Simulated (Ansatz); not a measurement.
BiTe under changes of volume

One of the cells (33.855 Å³/atom); the others are scaled copies at fixed shape and fractional positions:

```
Bi Te
1.0
     0.00000    3.23500    3.23500
     3.23500    0.00000    3.23500
     3.23500    3.23500    0.00000
Bi Te
1 1
Direct
  0.00000 0.00000 0.00000
  0.50000 0.50000 0.50000
```

* Program: Ansatz 0.2.0
* Functional: r2SCAN
* Potentials or basis: Ansatz PAW
* Cutoff: 500 eV (not typed: the program's choice for these potentials)
* k mesh: 7 × 7 × 7
* Occupations: fermi-dirac, width 0.05 eV
* Spin: no spin polarisation

```csv
volume (Å³/atom),energy over the lowest point (meV/atom),pressure (GPa)
31.824,?,?
32.501,10.09,2.4
33.178,2.63,1.2
33.855,0.00,0.1
34.532,1.70,-0.9
35.209,7.25,-1.7
35.886,16.25,-2.5
```

What does the run at 31.824 Å³/atom give?

Energy over the lowest point 22.98 meV/atom; pressure 3.7 GPa.

Worked out: A Birch-Murnaghan fit of order 3 (a polynomial in V^(-2/3)) to the other rows has its minimum at 33.92 Å³/atom with B0 = V·E''(V) = 51 GPa and B' = 4.7. It gives 22.97 meV/atom at 31.824 Å³/atom, against the run's 22.98, and -dE/dV = 3.7 GPa, against 3.7.

Energies are extrapolated to zero smearing.

Caveats: the PAW data sets come from PBE, with cores solved anew for the run's functional, which leaves a small shift of forces and pressure.
